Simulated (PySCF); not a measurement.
# A diatomic session: SbF−

The task here is to estimate one member of a computed series from the others.

Program: PySCF 2.14.0. Level of theory: Sb def2-SVPD with ECP28, F def2-SVPD, scalar-relativistic core potentials. These are calculated values, not measurements.

The first run:

A driver script around PySCF takes these settings:

| Property | Result |
| --- | --- |
| atoms | Sb, F |
| charge | -1 |
| basis | Sb def2-SVPD with ECP28, F def2-SVPD |
| Hamiltonian | scalar-relativistic core potentials |
| basis functions | 55 |
| electrons treated | 33 |
| masses in u | 120.9038, 18.9984 |
| levels | PBE0, PBE, r²SCAN, BHandHLYP, BP86, M06, HSE06, HF, MP2, SCS-MP2 |
| grid | 80 radial by 434 angular points |
| occupations | held fixed by the projection of orbital angular momentum |
| dissociation limit | Sb + F−, each in its ground configuration |
| starting distance in angstrom | 2.080 |
| values of 2S to try | 1, 3 |

Run with:

```console
$ OMP_NUM_THREADS=1 python dia.py task.json out
```

Steps of the session up to this table: The job; First curve: PBE0; Other states along the same grid; PBE; r²SCAN; BHandHLYP (global hybrid GGA); BP86 (GGA); M06 (hybrid meta-GGA); HSE06; UHF (mean field).

One table of the session follows, with a row left open; its other results are not shown here.

It belongs to the step «The curves together». Energy (eV) from each level's lowest point:

| R (Å) | UHF | UHF-MP2 | UHF-SCS-MP2 | PBE | BP86 |
| --- | --- | --- | --- | --- | --- |
| 1.788 | 0.765 | 0.942 | 0.949 | 1.011 | 1.005 |
| 1.871 | 0.298 | 0.415 | 0.421 | 0.466 | 0.462 |
| 1.954 | 0.067 | 0.132 | 0.136 | 0.162 | 0.160 |
| 2.017 | 0.001 | 0.031 | 0.033 | 0.047 | 0.045 |
| 2.079 | 0.000 | 0.000 | 0.000 | 0.000 | 0.000 |
| 2.141 | 0.046 | 0.020 | 0.018 | 0.005 | 0.006 |
| 2.224 | ? | ? | ? | ? | ? |
| 2.329 | 0.341 | 0.263 | 0.254 | 0.201 | 0.204 |
| 2.453 | 0.591 | 0.499 | 0.484 | 0.404 | 0.409 |
| 2.619 | 0.924 | 0.832 | 0.810 | 0.696 | 0.701 |

**Question.** Estimate the row for R (Å) = 2.224.

Worked estimate for «UHF». A straight line through the neighbours (2.141, 0.046) and (2.329, 0.341) gives 0.046 + (0.341 − 0.046) × (2.224 − 2.141) / (2.329 − 2.141) = 0.176; a parabola fitted to 4 rows on both sides gives 0.162.

**Answer.** UHF: 0.156; UHF-MP2: 0.103; UHF-SCS-MP2: 0.097; PBE: 0.066; BP86: 0.069. In «UHF» the line misses by +0.020 and the parabola by +0.006.

State 2 has its PBE0 minimum 0.49 eV higher. The other levels ran on the lowest alone.
